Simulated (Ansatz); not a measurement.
**CuWAuO: two electronic states of one cell**

An SCF can end in more than one state. Here CuWAuO, a borrowed structure type, volume estimated, is run from each state found earlier: which lies lowest, and what else changes?

Program: Ansatz 0.2.0. Level of theory: DFT, PBE, with U_eff = 5.74 eV on Cu d, U_eff = 0.83 eV on W d, plane waves, PAW. These are calculated values, not measurements.

## (1) The cell

It takes space group P4/nmm (No. 129, tetragonal). The conventional cell has a = 3.861 Å, b = 3.861 Å, c = 8.735 Å, α = 90.00°, β = 90.00°, γ = 90.00°. Cu (site symmetry -4m2) has 4 W at 2.36 Å as nearest neighbours. W (site symmetry 4mm) has 4 Cu at 2.36 Å as nearest neighbours. Around Au (site symmetry -4m2) lie 4 O at 2.04 Å. O (site symmetry 4mm) is surrounded by 4 Au at 2.04 Å.

The coordinates stand in the input below.

The states: A, W3 up, W4 up (collinear spin); B, W3 down, W4 up (collinear spin). Each run reads its own saved solution as saved_state.

## (2) State A: the run

File input.yaml:

```yaml
crystal:
  lattice:
    - [3.86148437, 0.0, 0.0]
    - [0.0, 3.86148437, 0.0]
    - [0.0, 0.0, 8.73453774]
  atoms:
    - { symbol: Cu, position: [0.75, 0.25, 0.5], spin: 1.0 }
    - { symbol: Cu, position: [0.25, 0.75, 0.5], spin: 1.0 }
    - { symbol: W, position: [0.25, 0.25, 0.3442], spin: 1.0 }
    - { symbol: W, position: [0.75, 0.75, 0.6558], spin: 1.0 }
    - { symbol: Au, position: [0.25, 0.75, 0.0] }
    - { symbol: Au, position: [0.75, 0.25, 0.0] }
    - { symbol: O, position: [0.25, 0.25, 0.9256] }
    - { symbol: O, position: [0.75, 0.75, 0.0744] }
kpoints:
  mp_grid: { grid: [5, 5, 2], shift: [0.5, 0.5, 0.0] }
magnetization:
  spin_polarized: true
scf:
  occupations: { method: cold, width: 0.0167 }
  lower_state_search: "off"
  max_iter: 200
hamiltonian:
  pseudopotentials: { kind: paw }
  xc: pbe
  hubbard:
    projectors: all-electron-ortho-atomic
    sites:
      - { species: Cu, l: d, u_eff: 5.74 }
      - { species: W, l: d, u_eff: 0.83 }
basis:
  ecutwfc: 420
  fft_grid_basis: typed
output:
  forces: true
  stress: true
  eigenvalues: true
  bader: true
  populations: true
  elf: true
  write_potential: true
  volumetric_format: npy
  dos:
    e_range: [-12, 8]
    de: 0.05
    projected: { site_lists: { Au: [Au], Cu: [Cu], O: [O], W: [W] } }
checkpoint:
  read: saved_state
```

## (4) State B: the run

input.yaml: that of step 2 with these lines changed.

```diff
@@ -8,4 +8,4 @@
     - { symbol: Cu, position: [0.25, 0.75, 0.5], spin: 1.0 }
-    - { symbol: W, position: [0.25, 0.25, 0.3442], spin: 1.0 }
-    - { symbol: W, position: [0.75, 0.75, 0.6558], spin: 1.0 }
+    - { symbol: W, position: [0.25, 0.25, 0.3442], spin: -1.0 }
+    - { symbol: W, position: [0.75, 0.75, 0.6558], spin: -1.0 }
     - { symbol: Au, position: [0.25, 0.75, 0.0] }
@@ -14,4 +14,16 @@
     - { symbol: O, position: [0.75, 0.75, 0.0744] }
+  symmetry: { detect: false, time_reversal: true }
 kpoints:
   mp_grid: { grid: [5, 5, 2], shift: [0.5, 0.5, 0.0] }
+  band_path:
+    path:
+      - [0.0, 0.0, 0.0]
+      - [0.0, 0.5, 0.0]
+      - [0.5, 0.5, 0.0]
+      - [0.0, 0.0, 0.0]
+      - [0.0, 0.0, 0.5]
+      - [0.0, 0.5, 0.5]
+      - [0.5, 0.5, 0.5]
+      - [0.0, 0.0, 0.5]
+    npoints: 7
 magnetization:
```

(Steps that only read results are left out.)

Q: Predict the outcome of this session. Wanted: for each run, free energy; largest site moment; size of the net moment; gap; pressure; largest force.

**Answer**, as computed:

| state | free energy (meV/atom) | largest site moment (μB) | size of the net moment (μB/cell) | gap (eV) | pressure (GPa) | largest force (eV/Å) | SCF cycles |
| --- | --- | --- | --- | --- | --- | --- | --- |
| A | 29.0 | 0.49 | 1.66 | metal | 29.1 | 3.35 | 17 |
| B | 0.0 | 1.42 | 0.00 | metal | 31.8 | 3.84 | 15 |

State B lies lowest, 29.0 meV per atom under state A. The atoms are far from rest (forces to 3.8 eV/Å), so order and character hold for this geometry alone. At the same volume their pressures differ by 2.7 GPa, the state with the larger moments having the higher pressure, so it wants the larger volume. Every run converged, so convergence alone does not show that a state is the lowest.

Limits of this run: the k mesh is coarse for a cell without a gap.
